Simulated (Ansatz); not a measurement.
Below is the output of a Python script on Ansatz 0.2.0, Python API that makes a single point of Fe, space group P6_3/mmc. Write a script that gives it. Settings: PBEsol, PAW, cutoff 550 eV, 10×10×6 k-points, cold smearing of 0.1 eV, collinear spin.

```yaml
crystal:
  lattice:
    - [2.34700, 0.00000, 0.00000]
    - [-1.17350, 2.03256, 0.00000]
    - [0.00000, 0.00000, 3.79700]
  atoms:
    - { symbol: Fe, position: [0.33333, 0.66667, 0.25000] }
    - { symbol: Fe, position: [0.66667, 0.33333, 0.75000] }
```

`python run_scf.py` gives:
```text
DeckWarning: where an SCF of this run starts from atoms to list the orders of its open shells, Fe (sites 0, 1, from 0) starts with 4.00 μB on its 3d shell, in the place of the 4.50 μB that the deck [...]
  iteration   1  Harris-Foulkes -8902.52924 eV  residual 7.81e+00
  iteration   2  Harris-Foulkes -8897.58625 eV  residual 9.34e-01
  iteration   3  Harris-Foulkes -8899.61851 eV  residual 5.58e+00
  iteration   4  Harris-Foulkes -8897.51134 eV  residual 4.65e-02
  iteration   5  Harris-Foulkes -8897.60576 eV  residual 6.28e-02
  iteration   6  Harris-Foulkes -8897.59462 eV  residual 4.02e-03
  iteration   7  Harris-Foulkes -8897.59477 eV  residual 2.56e-04
  iteration   8  Harris-Foulkes -8897.59480 eV  residual 3.70e-06
  iteration   9  Harris-Foulkes -8897.58887 eV  residual 1.81e-05
  iteration  10  Harris-Foulkes -8897.58886 eV  residual 4.11e-06
  iteration  11  Harris-Foulkes -8897.58886 eV  residual 4.15e-07
  iteration  12  Harris-Foulkes -8897.58886 eV  residual 2.30e-07
  iteration  13  Harris-Foulkes -8897.58886 eV  residual 3.23e-09
  iteration  14  Harris-Foulkes -8897.58886 eV  residual 1.84e-11
  iteration  15  Harris-Foulkes -8897.58886 eV  residual 1.31e-12
RunWarning: the starting moments were not kept: the SCF closed with an absolute magnetisation of 5.9e-6 μB, where they sum to 9 μB in size (2 sites). That is at most 0.1 of that sum. Measured as [...]
F = E - TS                -8897.58886 eV
E                         -8897.58798 eV
Harris-Foulkes            -8897.58886 eV
Fermi level                  24.10802 eV
net moment 0.000 muB, absolute 0.000 muB
   0 Fe   0.000
   1 Fe   0.000
Fe2
1.0
   2.3470002178446143    0.0000000000000000    0.0000000000000000
  -1.1735001089223072    2.0325618113410475    0.0000000000000000
   0.0000000000000000    0.0000000000000000    3.7970000000000002
Fe
2
direct
   0.3333333333333334    0.6666666666666666    0.2500000000000000 Fe
   0.6666666666666666    0.3333333333333333    0.7500000000000000 Fe

no band edges reported (a metal, or a gap too narrow for this smearing); Fermi level 24.108 eV
ansatz rho
values in e/bohr^3 (x slowest, z fastest)
    2    0.000000    0.000000    0.000000
   18    0.246399    0.000000    0.000000
   18   -0.123200    0.213388    0.000000
   30    0.000000    0.000000    0.239176
   26   26.000000    0.000000    2.560657    1.793823
   26   26.000000    2.217594    1.280328    5.381468
electrons from the file: 32.0
```
(Warnings from the package without file and line, shortened.)

The script that was run (others could print the same):

`run_scf.py`:
```python
from pathlib import Path

import ansatz as az
from ase import Atoms
from ase.io.cube import read_cube_data
from ase.units import Bohr
from pymatgen.core import Structure

atoms = Atoms(
    ['Fe', 'Fe'],
    scaled_positions=[
        [1 / 3, 2 / 3, 0.25],
        [2 / 3, 1 / 3, 0.75],
    ],
    cell=[
        [2.347, 0.0, 0.0],
        [-1.1735, 2.032562, 0.0],
        [0.0, 0.0, 3.797],
    ],
    pbc=True,
)
atoms.set_initial_magnetic_moments([4.5, 4.5])
crystal = az.Crystal.from_ase(atoms)

calc = (
    crystal.calculation()
    .functional('pbesol')
    .pseudopotentials('paw')
    .basis(550)
    .kpoints(10, 10, 6)
    .occupations('cold')
    .spin('collinear')
    .band_table()
    .density()
    .output_files(volumetric_format=['cube', 'npy'])
)
def show(event):
    row = event['data']
    if event['event'] == 'scf_iter' and row.get('harris_foulkes_ev') is not None:
        print(f'  iteration {row["iter"]:3d}  Harris-Foulkes {row["harris_foulkes_ev"]:.5f} eV  residual {row["dr2_ev"]:.2e}')


outcome = calc.session().plan().execute(on_event=show)
data = outcome.report

print('%-22s %14.5f eV' % ('F = E - TS', data['free_energy_ev']))
print('%-22s %14.5f eV' % ('E', data['internal_energy_ev']))
print('%-22s %14.5f eV' % ('Harris-Foulkes', data['harris_foulkes_ev']))
print('%-22s %14.5f eV' % ('Fermi level', data['fermi_energy_ev']))

print(f'net moment {data["magnetization_mub"]:.3f} muB, absolute {data["absolute_magnetization_mub"]:.3f} muB')
for index, (site, m) in enumerate(zip(outcome.lattice.sites, data['site_moments_mub'])):
    print(f'  {index:2d} {site.symbol:2s} {m:7.3f}')

final = Structure(outcome.lattice.cell_ang, [s.symbol for s in outcome.lattice.sites], [s.position_frac for s in outcome.lattice.sites])
print(final.to(fmt='poscar'))

edges = data.get('band_edges_ev')
if edges:
    print(f'band edges on the mesh: {edges[0]:.3f} and {edges[1]:.3f} eV, gap {edges[1] - edges[0]:.3f} eV')
else:
    print('no band edges reported (a metal, or a gap too narrow for this smearing); Fermi level', round(data['fermi_energy_ev'], 3), 'eV')

folder = Path(outcome.write_results('cubes'))
print('\n'.join((folder / 'rho.cube').read_text().splitlines()[: 6 + 2]))
values, cube_atoms = read_cube_data(str(folder / 'rho.cube'))
print('electrons from the file:', round(values.mean() * cube_atoms.get_volume() / Bohr ** 3, 3))
```

Reading the output:
- Total energies depend on the potentials; only differences at equal settings carry meaning. A total without «per atom» is that of the cell as typed.
- The SCF didn't keep the moments it started from (some shrank, vanished or turned); what is printed is the state reached.
- The mesh is modest for a metal, so energies can be off by several to tens of meV an atom and pressures by half a GPa or more; differences at equal mesh fare better.
- Only differences from the Fermi energy are physical; the zero of the scale is a convention.
- The fields are valence quantities on the plane-wave grid; their values near the nuclei depend on the potentials.
- This isn't the structure that Fe takes at ambient conditions.
- Gaps and levels are Kohn-Sham values on a finite set of k-points.
- Run time: 4.5 s on 1 thread of AMD EPYC 9R45 96-Core Processor (Zen 5), with other jobs on the host, peak memory 0.5 GiB.

(Lines on the test bed's own set-up are left out of the output.)
